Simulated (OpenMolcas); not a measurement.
# SnH2F2 (SMILES [F][SnH2][F]) at 5 levels

Aim: a comparison of 5 runs (HF/3-21G, HF/def2-SVP, B2PLYP/def2-SVP, TPSS/def2-SVP, MP2/def2-SVP) of SnH2F2. 

Program for the calculation: OpenMolcas 26.06.

## Step 1: The molecule

SnH2F2 has 5 atoms, charge 0, and is taken as a singlet. SMILES: `[F][SnH2][F]`. The Sn2–F3 distance was set to 2.481 Å, away from the relaxed value.

Bond lengths: F1–Sn2 1.909 Å, Sn2–H4 1.692 Å, Sn2–H5 1.692 Å. Angles: F1–Sn2–H4 107.1°, F1–Sn2–H5 107.1°, H4–Sn2–H5 123.6°.

## Step 2: The energy at HF/3-21G (run 1)

File test.inp:

```
* F2H2Sn Hartree-Fock

&gateway
 baslib = $CurrDir
 coord
 5
 angstrom
 F        0.064548      -0.711486       1.929268
 Sn       0.536948      -0.428386       0.101668
 F       -1.231200       1.110700      -0.712400
 H        0.320648      -1.902286      -0.701232
 H        1.991248       0.436914       0.092868
 basis = 3-21G
 group = NoSym

&seward

&scf
 thresholds = 1e-10 1e-07 1e-07 1e-05
 prorbitals = 1 2
```

The basis set 3-21G is read from a file made from the Basis Set Exchange's data (not shown).

Launch:

```sh
$ export MOLCAS_MEM=1860
$ pymolcas test.inp > test.log
```

Standard output:

```text
--- Start Module: gateway ---
[...]
--- Stop Module: gateway /rc=_RC_ALL_IS_WELL_ ---
--- Start Module: seward ---
[...]
      Basis functions           53
--- Stop Module: seward /rc=_RC_ALL_IS_WELL_ ---
--- Start Module: scf ---
[...]
       Convergence after  15 Iterations
[...]
::    Total SCF energy                              -6195.2034421648
[...]
      Total spin, S                                     0.0000000000
[...]
      Total electronic charge=   70.000000
      Total            charge=   -0.000000
[...]
      Dipole Moment (debye):
      Origin of the operator (angstrom)=    0.2786   -0.2830    0.2170
                   X=  4.3352E+00               Y= -2.6908E+00               Z= -1.1930E+00           Total=  5.2400E+00
      Quadrupole Moment (debye*angstrom):
[...]
--- Stop Module: scf /rc=_RC_ALL_IS_WELL_ ---
[...]
```

Wall time 2.2 s (1 thread of Arm Neoverse V2, shared host); peak memory 0.38 GiB.

## Step 3: The energy at HF/def2-SVP (core potential) (run 2)

File input.xyz:

```xyz
5

F      0.064548    -0.711486     1.929268
Sn     0.536948    -0.428386     0.101668
F     -1.231200     1.110700    -0.712400
H      0.320648    -1.902286    -0.701232
H      1.991248     0.436914     0.092868
```

File run.inp:

```
* F2H2Sn Hartree-Fock

&GATEWAY
  BasLib
  $CurrDir
  Coord
  input.xyz
  Basis
  def2-SVP
  Group
  NoSym

&SEWARD

&SCF
  Thresholds
  1e-10 1e-07 1e-07 1e-05
  PrOrbitals
  1
```

The basis set def2-SVP is read from a file made from the Basis Set Exchange's data (not shown).

Launch:

```sh
$ export MOLCAS_MEM=1860
$ pymolcas run.inp > run.log
```

Standard output:

```text
--- Start Module: gateway ---
[...]
--- Stop Module: gateway /rc=_RC_ALL_IS_WELL_ ---
--- Start Module: seward ---
[...]
      Basis functions           64
--- Stop Module: seward /rc=_RC_ALL_IS_WELL_ ---
[...]
--- Start Module: scf ---
[...]
       Convergence after  15 Iterations
[...]
::    Total SCF energy                               -413.1812989713
[...]
      Total spin, S                                     0.0000000000
[...]
      Total electronic charge=   42.000000
      Total            charge=   -0.000000
[...]
      Dipole Moment (debye):
      Origin of the operator (angstrom)=    0.2786   -0.2830    0.2170
                   X=  5.0949E+00               Y= -3.2644E+00               Z= -1.1015E+00           Total=  6.1504E+00
      Quadrupole Moment (debye*angstrom):
[...]
--- Stop Module: scf /rc=_RC_ALL_IS_WELL_ ---
[...]
```

It took 3.3 s on 1 thread of Arm Neoverse V2, shared host; peak memory 0.4 GiB.

Runs 3 to 4 aren't shown in full; the table further down has their settings and results.

## Step 4: A single-point energy at MP2/def2-SVP (core potential) (run 5)

File mol.input:

```
* F2H2Sn MP2

&GATEWAY
  BasLib
  $CurrDir
  Coord
  5
  angstrom
  F        0.064548      -0.711486       1.929268
  Sn       0.536948      -0.428386       0.101668
  F       -1.231200       1.110700      -0.712400
  H        0.320648      -1.902286      -0.701232
  H        1.991248       0.436914       0.092868
  Basis
  def2-SVP
  Group
  NoSym

&SEWARD

&SCF
  Thresholds
  1e-10 1e-07 1e-07 1e-05
  PrOrbitals
  1 2

&MBPT2
  Frozen
  6
```

The basis set def2-SVP is read from a file made from the Basis Set Exchange's data (not shown).

Launch:

```sh
$ export MOLCAS_MEM=1860
$ pymolcas mol.input > mol.log
```

Standard output:

```text
--- Start Module: gateway ---
[...]
--- Stop Module: gateway /rc=_RC_ALL_IS_WELL_ ---
[...]
      Basis functions           64
[...]
--- Start Module: scf ---
[...]
       Convergence after  15 Iterations
[...]
::    Total SCF energy                               -413.1812989713
[...]
      Total spin, S                                     0.0000000000
[...]
      Total electronic charge=   42.000000
      Total            charge=   -0.000000
[...]
      Dipole Moment (debye):
      Origin of the operator (angstrom)=    0.2786   -0.2830    0.2170
                   X=  5.0949E+00               Y= -3.2644E+00               Z= -1.1015E+00           Total=  6.1504E+00
      Quadrupole Moment (debye*angstrom):
[...]
--- Stop Module: scf /rc=_RC_ALL_IS_WELL_ ---
[...]
--- Start Module: mbpt2 ---
[...]
WARNING!
Default frozen orbitals as non valence orbitals is overwritten by user input.
Default values:   2
[...]
       Reference weight ( Cref**2 )         =        0.88148
::    Total MBPT2 energy                             -413.6799149179
[...]
      Total MBPT2 calculations                           0.12      0.16
--- Stop Module: mbpt2 /rc=_RC_ALL_IS_WELL_ ---
[...]
```

It took 3.3 s on 1 thread of Arm Neoverse V2, shared host; peak memory 0.4 GiB.

## Step 5: The series

```tsv
run	level	frozen core orbitals	integration grid	energy (Eh)	dipole moment (D) of the reference	HOMO energy (eV)	LUMO energy (eV)	wall time
1	HF/3-21G	–	–	-6195.203442	5.24	-11.97	1.40	2.2 s
2	HF/def2-SVP (core potential)	–	–	-413.181299	6.15	-13.06	0.68	3.3 s
3	B2PLYP/def2-SVP (core potential)	6	UltraFine	-414.568333	5.51	-10.41	-1.49	11 s
4	TPSS/def2-SVP (core potential)	–	UltraFine	-414.925497	4.62	-6.63	-3.43	24 s
5	MP2/def2-SVP (core potential)	6	–	-413.679915	6.15	-13.06	0.68	3.3 s
```

## Step 6: What came out

```
                                          quantity          value
                               run 5: total energy  -413.67991 Eh
         run 5: dipole moment (mean-field density)         6.15 D
        run 5: HOMO energy (Hartree–Fock orbitals)      -13.06 eV
        run 5: LUMO energy (Hartree–Fock orbitals)        0.68 eV
      run 5: HOMO–LUMO gap (Hartree–Fock orbitals)       13.73 eV
run 5: correlation energy (6 core orbitals frozen)     -498.6 mEh
```

In words: Over runs 1, 2, 3, 4 the dipole moment (its size) runs from 4.62 D (TPSS/def2-SVP) to 6.15 D (HF/def2-SVP). Over runs 1, 2, 3, 4 the HOMO–LUMO gap runs from 3.20 eV (TPSS/def2-SVP) to 13.73 eV (HF/def2-SVP). Exact exchange widens orbital gaps. For B2PLYP the log adds the whole second-order term; the table takes 0.27 of it, as the functional is defined. Totals of different functionals can't be ranked against each other. Some runs of one species differ in core potentials or relativity; totals across that change don't compare. In run 1 relativity is left out where basis or elements ask for it. All runs together took 43 s, the longest 24 s.
